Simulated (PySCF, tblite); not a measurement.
# C₅H₁₁NOSi: geometry, infrared bands and NMR shifts

Aim: predict the infrared bands and NMR shifts of C₅H₁₁NOSi (`CNC(=O)C/C=C\[SiH3]`).

Computed with tblite 0.8.0 and PySCF 2.14.0, with density-fitted response routines of our own, on a single molecule in the gas phase. Atoms count from 0, in the outputs and in this text.

## Step 1: The starting structure

19 atoms, charge 0, multiplicity 1; geometry from: force field or distance geometry start.

Bonds of the start (Å): C0–N1 1.44, N1–C2 1.37, C2–O3 1.23, C2–C4 1.53, C4–C5 1.51, C5–C6 1.34, C6–Si7 1.84, C0–H8 1.09, C0–H9 1.08, C0–H10 1.10, N1–H11 1.02, C4–H12 1.09, C4–H13 1.08, C5–H14 1.09, C6–H15 1.08, Si7–H16 1.48, Si7–H17 1.48, Si7–H18 1.49.

## Step 2: Relaxing the molecule with GFN2-xTB

The job: settings as JSON, then the geometry in Å.

```
{"job": {"kind": "relax", "xc": "GFN2-xTB", "basis": "xTB"}, "charge": 0, "multiplicity": 1}
C      2.862400     1.001900    -0.365800
N      1.680500     0.291000     0.062100
C      1.168900    -0.748700    -0.673600
O      1.633500    -1.105300    -1.756800
C     -0.090600    -1.377300    -0.068400
C     -1.319400    -0.773900    -0.713200
C     -2.257100     0.000700    -0.146500
Si    -2.390900     0.614400     1.581200
H      3.229200     1.605900     0.467400
H      3.621600     0.300300    -0.684400
H      2.574100     1.650500    -1.202800
H      1.193700     0.595300     0.903500
H     -0.066800    -2.450100    -0.272500
H     -0.071600    -1.266900     1.009900
H     -1.430300    -1.000500    -1.768800
H     -3.082000     0.343200    -0.752600
H     -3.269600     1.810000     1.624200
H     -1.041300     0.965500     2.068200
H     -2.954100    -0.446900     2.458000
```

Run with:

```bash
> OMP_NUM_THREADS=1 python probes_run.py task.json out
```

This one command runs all jobs of the session in turn.

Log:

```text
step      E/eV     max force
  0    -680.28716    1.671
  1    -680.34136    1.581
  2    -680.37189    0.456
  3    -680.38715    0.395
  4    -680.39920    0.355
  5    -680.40616    0.200
  6    -680.41198    0.192
  7    -680.41603    0.159
  8    -680.41882    0.131
  9    -680.42077    0.097
 10    -680.42237    0.089
 11    -680.42394    0.104
 12    -680.42547    0.110
 13    -680.42671    0.073
 14    -680.42767    0.077
 15    -680.42855    0.074
 16    -680.42951    0.082
 17    -680.43045    0.072
 18    -680.43134    0.064
 19    -680.43229    0.091
 20    -680.43347    0.098
 21    -680.43488    0.099
 22    -680.43636    0.092
 23    -680.43774    0.091
 24    -680.43913    0.087
 25    -680.44069    0.104
 26    -680.44235    0.093
 27    -680.44396    0.092
 28    -680.44557    0.119
 29    -680.44750    0.139
 30    -680.45009    0.145
 31    -680.45311    0.116
 32    -680.45589    0.130
 33    -680.45861    0.120
 34    -680.46186    0.160
 35    -680.46479    0.148
 36    -680.46660    0.106
 37    -680.46829    0.143
 38    -680.46973    0.124
 39    -680.47264    0.084
 40    -680.47446    0.090
 41    -680.47676    0.083
 42    -680.47872    0.102
 43    -680.48147    0.125
 44    -680.48433    0.246
 45    -680.48026    0.549
 46    -680.48825    0.110
 47    -680.48956    0.096
 48    -680.49365    0.094
 49    -680.49539    0.162
 50    -680.49818    0.159
 51    -680.49923    0.080
 52    -680.49972    0.046
 53    -680.50002    0.044
 54    -680.50040    0.043
 55    -680.50075    0.050
 56    -680.50107    0.049
 57    -680.50134    0.037
 58    -680.50155    0.032
 59    -680.50170    0.023
 60    -680.50181    0.028
 61    -680.50189    0.026
 62    -680.50196    0.020
 63    -680.50204    0.017
 64    -680.50210    0.017
 65    -680.50214    0.021
 66    -680.50218    0.024
 67    -680.50222    0.016
 68    -680.50225    0.012
 69    -680.50227    0.015
 70    -680.50230    0.018
 71    -680.50234    0.028
 72    -680.50240    0.031
 73    -680.50246    0.021
 74    -680.50250    0.013
 75    -680.50253    0.013
 76    -680.50257    0.022
 77    -680.50264    0.028
 78    -680.50272    0.022
 79    -680.50281    0.021
 80    -680.50290    0.029
 81    -680.50303    0.045
 82    -680.50318    0.055
 83    -680.50333    0.045
 84    -680.50346    0.030
 85    -680.50358    0.036
 86    -680.50375    0.036
 87    -680.50402    0.052
 88    -680.50432    0.048
 89    -680.50456    0.036
 90    -680.50476    0.040
 91    -680.50498    0.041
 92    -680.50515    0.072
 93    -680.50535    0.045
 94    -680.50544    0.036
 95    -680.50552    0.018
 96    -680.50557    0.016
 97    -680.50567    0.016
 98    -680.50572    0.018
 99    -680.50575    0.011
100    -680.50578    0.010
101    -680.50580    0.012
102    -680.50582    0.012
103    -680.50585    0.010
104    -680.50587    0.008
```

Wall time 0.78 s (1 thread of Arm Neoverse V1, shared host).

Relaxation path: (not every step is listed)

| step | energy from step 0 (eV) | largest force (eV/Å) |
| --- | --- | --- |
| 0 | 0.0000 | 1.6711 |
| 1 | -0.0542 | 1.5814 |
| 2 | -0.0847 | 0.4564 |
| 3 | -0.1000 | 0.3948 |
| 4 | -0.1120 | 0.3553 |
| 5 | -0.1190 | 0.1998 |
| 6 | -0.1248 | 0.1915 |
| 7 | -0.1289 | 0.1587 |
| 8 | -0.1317 | 0.1310 |
| 17 | -0.1433 | 0.0715 |
| 26 | -0.1552 | 0.0931 |
| 35 | -0.1776 | 0.1476 |
| 44 | -0.1972 | 0.2460 |
| 53 | -0.2129 | 0.0437 |
| 62 | -0.2148 | 0.0203 |
| 71 | -0.2152 | 0.0285 |
| 80 | -0.2157 | 0.0289 |
| 89 | -0.2174 | 0.0357 |
| 98 | -0.2186 | 0.0177 |
| 99 | -0.2186 | 0.0115 |
| 100 | -0.2186 | 0.0104 |
| 101 | -0.2186 | 0.0120 |
| 102 | -0.2187 | 0.0124 |
| 103 | -0.2187 | 0.0102 |
| 104 | -0.2187 | 0.0084 |

Distances of close pairs at the start and the end, largest changes first:

| bond | before (Å) | after (Å) | change (Å) |
| --- | --- | --- | --- |
| C6–Si7 | 1.838 | 1.882 | +0.044 |
| N1–C2 | 1.373 | 1.349 | -0.023 |
| Si7–H18 | 1.487 | 1.464 | -0.023 |
| Si7–H16 | 1.484 | 1.462 | -0.022 |
| C2–O3 | 1.231 | 1.211 | -0.021 |
| C4–C5 | 1.513 | 1.493 | -0.020 |
| C5–C6 | 1.342 | 1.329 | -0.013 |
| N1–H11 | 1.019 | 1.008 | -0.011 |

The end geometry stands in the next job.

## Step 3: Vibrational analysis with GFN2-xTB

The job: settings as JSON, then the geometry in Å.

```
{"job": {"kind": "ir", "xc": "GFN2-xTB", "basis": "xTB"}, "charge": 0, "multiplicity": 1}
C      2.622222     1.045910    -0.370456
N      1.416463     0.315997    -0.067473
C      1.198648    -0.946983    -0.489479
O      2.000270    -1.589702    -1.129553
C     -0.175580    -1.481391    -0.076197
C     -1.240460    -0.708404    -0.780978
C     -2.055922     0.174777    -0.213885
Si    -2.158052     0.621043     1.611935
H      3.116467     1.371396     0.546675
H      3.281053     0.374698    -0.919036
H      2.402460     1.920146    -0.986737
H      0.686083     0.795650     0.434898
H     -0.216354    -2.533210    -0.364071
H     -0.282477    -1.394562     1.006011
H     -1.290843    -0.895037    -1.848345
H     -2.763960     0.676039    -0.863270
H     -3.278914     1.542034     1.793953
H     -0.922536     1.295107     2.049291
H     -2.348371    -0.574258     2.435793
```

Log:

```text
mode    cm-1     km/mol
  1      19.2      6.91
  2      51.5      2.18
  3      73.6      1.16
  4     110.9      0.61
  5     125.3      0.02
  6     164.3      1.56
  7     194.3      7.93
  8     257.7      3.75
  9     335.0      7.10
 10     404.2     14.87
 11     458.7      3.61
 12     498.8     62.77
 13     549.1     70.14
 14     575.3     88.96
 15     608.8      3.98
 16     662.6     30.93
 17     739.7     16.59
 18     766.9     14.21
 19     794.5    268.32
 20     798.7    210.23
 21     811.3    382.71
 22     886.0      5.68
 23     941.3      0.79
 24     955.8      4.47
 25    1031.8     20.10
 26    1081.4     56.68
 27    1107.3      4.22
 28    1114.1     17.94
 29    1141.9      1.55
 30    1210.1     65.36
 31    1242.5      0.69
 32    1249.3     16.57
 33    1343.4      7.11
 34    1393.4      4.92
 35    1426.6    174.68
 36    1449.2      4.89
 37    1463.5     11.61
 38    1484.6     14.52
 39    1667.8    142.47
 40    1761.8    546.46
 41    2167.5    358.19
 42    2255.9    294.60
 43    2277.7    299.49
 44    2967.5     31.60
 45    2984.6     20.68
 46    2985.6     40.92
 47    2995.5     11.41
 48    3021.0     35.47
 49    3034.5      4.40
 50    3038.1     64.48
 51    3452.8     11.03
```

Run time: 0.73 s. Hardware: 1 thread of Arm Neoverse V1, shared host.

The strongest bands and the atoms that carry them (share of the mass-weighted mode):

| cm⁻¹ | km/mol | atoms |
| --- | --- | --- |
| 794 | 268.3 | H16 45 %, H18 41 % |
| 799 | 210.2 | H17 52 %, H18 37 % |
| 811 | 382.7 | H17 42 %, H16 39 % |
| 1427 | 174.7 | N1 37 %, H11 22 %, C2 18 % |
| 1762 | 546.5 | C2 64 %, O3 32 % |
| 2168 | 358.2 | H17 96 % |
| 2256 | 294.6 | H18 96 % |
| 2278 | 299.5 | H16 96 % |

## Step 4: Nuclear shieldings: PBE0/pcSseg-1

Same as in step 3 but for these lines:

```diff
@@ -1,2 +1,2 @@
-{"job": {"kind": "ir", "xc": "GFN2-xTB", "basis": "xTB"}, "charge": 0, "multiplicity": 1}
+{"job": {"kind": "nmr", "xc": "PBE0", "basis": "pcSseg-1"}, "charge": 0, "multiplicity": 1}
 C      2.622222     1.045910    -0.370456
```

Method: GIAO PBE0/pcSseg-1 NMR shielding, non-relativistic, gas phase.

Log:

```text
coarse grid: 16024 points
cycle   1  E = -615.8507610980  dE =  1.007e+00  |g| = 8.498e-01  |ddm| = 3.827e+00
cycle   2  E = -615.3759140839  dE =  4.748e-01  |g| = 1.762e+00  |ddm| = 2.381e+00
cycle   3  E = -615.9888122195  dE = -6.129e-01  |g| = 2.086e-01  |ddm| = 1.841e+00
cycle   4  E = -615.9976842248  dE = -8.872e-03  |g| = 7.939e-02  |ddm| = 2.257e-01
cycle   5  E = -615.9989997336  dE = -1.316e-03  |g| = 2.133e-02  |ddm| = 6.652e-02
cycle   6  E = -615.9990941153  dE = -9.438e-05  |g| = 6.202e-03  |ddm| = 2.011e-02
cycle   7  E = -615.9991020881  dE = -7.973e-06  |g| = 2.189e-03  |ddm| = 6.506e-03
final grid: 149264 points
cycle   8  E = -616.0552995708  dE = -2.775e-05  |g| = 1.349e-02  |ddm| = 3.384e-02
cycle   9  E = -616.0552059685  dE =  9.360e-05  |g| = 2.563e-02  |ddm| = 2.858e-02
cycle  10  E = -616.0553366382  dE = -1.307e-04  |g| = 2.581e-03  |ddm| = 1.997e-02
cycle  11  E = -616.0553380925  dE = -1.454e-06  |g| = 3.069e-04  |ddm| = 2.235e-03
cycle  12  E = -616.0553381102  dE = -1.776e-08  |g| = 1.691e-04  |ddm| = 4.491e-04
cycle  13  E = -616.0553381166  dE = -6.346e-09  |g| = 5.443e-05  |ddm| = 1.619e-04
cycle  14  E = -616.0553381173  dE = -7.003e-10  |g| = 1.374e-05  |ddm| = 5.855e-05
converged SCF energy = -616.0553381173

GIAO shielding tensors (ppm)
atom      isotropic    diamagn.    paramagn.     s11        s22        s33       span
  0 C      160.319     242.380     -82.061    131.352    161.938    187.668     56.316
  1 N      147.127     331.731    -184.604     50.938    172.510    217.931    166.993
  2 C       18.550     249.429    -230.879    -70.824     34.236     92.237    163.061
  3 O      -78.618     399.188    -477.805   -393.118   -176.393    333.659    726.777
  4 C      138.256     253.300    -115.044    116.037    136.739    161.991     45.954
  5 C       25.723     256.687    -230.964   -105.216     24.099    158.285    263.501
  6 C       64.519     259.772    -195.253    -40.593     64.882    169.268    209.862
  7 Si     438.871     880.657    -441.786    419.171    430.130    467.311     48.140
  8 H       29.267      27.571       1.696     23.715     27.564     36.522     12.808
  9 H       27.456      28.612      -1.157     23.089     27.445     31.834      8.745
 10 H       29.342      28.632       0.709     23.708     27.778     36.538     12.830
 11 H       26.873      38.999     -12.126     18.809     29.115     32.695     13.886
 12 H       28.660      30.996      -2.336     25.463     27.522     32.996      7.533
 13 H       28.734      33.758      -5.024     26.514     28.702     30.988      4.474
 14 H       24.602      32.125      -7.523     21.548     24.545     27.713      6.165
 15 H       25.871      30.950      -5.079     23.869     25.658     28.087      4.218
 16 H       27.632      28.914      -1.282     24.549     25.479     32.868      8.319
 17 H       27.450      30.665      -3.214     23.514     27.447     31.389      7.875
 18 H       27.365      29.228      -1.862     24.070     26.028     31.999      7.929
```

It took 37 s on 1 thread of Arm Neoverse V1, shared host; peak memory 0.88 GiB.

The references, computed at this level on geometries of the same kind, shield at (ppm): 1H TMS 31.72, 13C TMS 186.9, 29Si TMS 349.2, 15N NH3 267.7, 17O H2O 336.1. Their shielding less the atom's gives the shift. The references are single molecules in the gas phase, so shifts against H2O, NH3, PH3, H3PO4 or CFCl3 are not on the usual liquid scales and can be off by tens of ppm. Atoms listed in one row are averaged.

| atoms | environment | σ (ppm) | δ (ppm) | δ scaled to CDCl3 |
| --- | --- | --- | --- | --- |
| C2 | amide carbonyl carbon | 18.5 | 168.4 | 162.4 |
| C5 | alkene CH | 25.7 | 161.2 | 155.4 |
| C6 | alkene CH | 64.5 | 122.4 | 117.6 |
| C4 | sp3 CH2 α to a carbonyl | 138.3 | 48.7 | 45.6 |
| C0 | methyl carbon bonded to N | 160.3 | 26.6 | 24.1 |
| H14 | hydrogen on an alkene CH | 24.60 | 7.11 | 6.81 |
| H15 | hydrogen on an alkene CH | 25.87 | 5.85 | 5.62 |
| H11 | hydrogen on an amide-type nitrogen | 26.87 | 4.84 | – |
| H16, H17, H18 | hydrogen on a silicon bonded to C | 27.48 | 4.23 | – |
| H8, H9, H10 | hydrogen on a methyl carbon bonded to N | 28.69 | 3.03 | 2.96 |
| H12, H13 | hydrogen on an sp3 CH2 α to a carbonyl | 28.70 | 3.02 | 2.95 |
| N1 | amide-type nitrogen | 147.1 | 120.6 | – |
| O3 | amide-type carbonyl oxygen | -78.6 | 414.7 | – |
| Si7 | silicon bonded to C, 3 H | 438.9 | -89.7 | – |

The scaled column applies a straight-line fit of computed shieldings to shifts measured in CDCl3 (root-mean-square error 0.16 ppm for H, 1.9 ppm for C).

Charges from the same density, by scheme (e):

| atoms | Mulliken | IAO | Hirshfeld | ESP fit |
| --- | --- | --- | --- | --- |
| C0 | -0.09 | -0.32 | -0.06 | -0.13 |
| N1 | -0.52 | -0.33 | -0.10 | -0.37 |
| C2 | 0.41 | 0.43 | 0.17 | 0.48 |
| O3 | -0.43 | -0.50 | -0.29 | -0.52 |
| C4 | -0.21 | -0.32 | -0.08 | -0.08 |
| C5 | -0.14 | -0.10 | -0.02 | -0.11 |
| C6 | -0.42 | -0.46 | -0.15 | -0.40 |
| Si7 | 0.49 | 0.58 | 0.31 | 0.42 |

Mayer bond orders: C0–N1 0.94, N1–C2 1.16, C2–O3 1.92, C2–C4 0.95, C4–C5 1.05, C5–C6 1.91, C6–Si7 0.90.

## Step 5: What came out

| quantity | value |
| --- | --- |
| strongest single infrared mode (GFN2-xTB) | 1762 cm⁻¹, 546 km/mol |
| zero-point energy (GFN2-xTB) | 91.7 kcal/mol |
| 13C shifts against TMS (PBE0/pcSseg-1) | 168.4, 161.2, 122.4, 48.7, 26.6 ppm |
| 1H shifts against TMS (PBE0/pcSseg-1, means over atoms taken as alike) | 7.11, 5.85, 4.84, 4.23, 3.03, 3.02 ppm |
| 15N shifts against NH3 (PBE0/pcSseg-1) | 120.6 ppm |
| 17O shifts against H2O (PBE0/pcSseg-1) | 414.7 ppm |
| 29Si shifts against TMS (PBE0/pcSseg-1) | -89.7 ppm |

**Reading.** Over 104 steps the energy fell by 0.219 eV; of the close pairs, C6–Si7 changed most, 1.838 to 1.882 Å. All 51 modes are real, so the xTB geometry is a minimum. The strongest single mode, at 1762 cm⁻¹, moves mainly C2 and O3. GFN2-xTB is a fitted tight-binding method: band positions and strengths are rough. Its intensities can rank the bands wrongly. The most deshielded carbon is C2 (amide carbonyl carbon), at 168.4 ppm: it is a carbonyl in resonance with an O or N lone pair, the region of acids, esters and amides. At PBE0/pcSseg-1: Shielding is most anisotropic at O3 (span 727 ppm, paramagnetic term -478 ppm).
